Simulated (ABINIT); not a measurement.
Input of an ABINIT 10.8.3 (patched build) run:

The input run.abi:

```
# Pseudopotentials
pp_dirpath "./"
pseudos "Ge.upf, N.upf, C.upf"

# Structure
acell 5.3400288377 5.3400288377 5.3400288377 Angstrom
rprim
     0.3359139855     0.1939400300     0.9217098562
    -0.3359139855     0.1939400300     0.9217098562
     0.0000000000    -0.3878800599     0.9217098563
ntypat 3
znucl 32 7 6
natom 4
typat 1 2 2 3
xred
     0.0099640000     0.0037490000    -0.0097960000
     0.5732340000     0.5878920000     0.5858550000
     0.4122480000     0.4053760000     0.4424510000
     0.4942430000     0.5149520000     0.4881590000
chkprim 0
chksymtnons 0
tolsym 1.0e-6

# Plane-wave basis
ecut 42.0

# k points
kptopt 1
ngkpt 9 9 9
nshiftk 1
shiftk 0.0 0.0 0.0

# Exchange and correlation
ixc -116133

# Bands and occupations
nband 18
occopt 3
tsmear 0.05 eV

# SCF cycle
nstep 100
tolvrs 1.0e-10

# Output
iomode 3
prtwf 0
prtden 0
prteig 0
prtebands 0
enunit 1
```

Potentials or basis: PseudoDojo NC SR PBEsol v0.4.1 standard.

Launch:

```console
$ mpirun --bind-to none -np 4 abinit run.abi > log 2>&1
```

**Question.** What does it give for the largest force?

**Answer.** 5.853 eV/Å.

**Question.** Predict the band gap on the k mesh.

**Answer.** 1.10 eV, indirect (least direct gap 1.84 eV).

**Question.** Predict the pressure.

**Answer.** 4.5 GPa.

Stress tensor (GPa, compression positive):
```
-4.01  0.11 -0.92
 0.11 -3.44  1.93
-0.92  1.93 21.02
```

Caveat: an odd mesh through Γ misses points on the zone boundary, where band edges often lie.
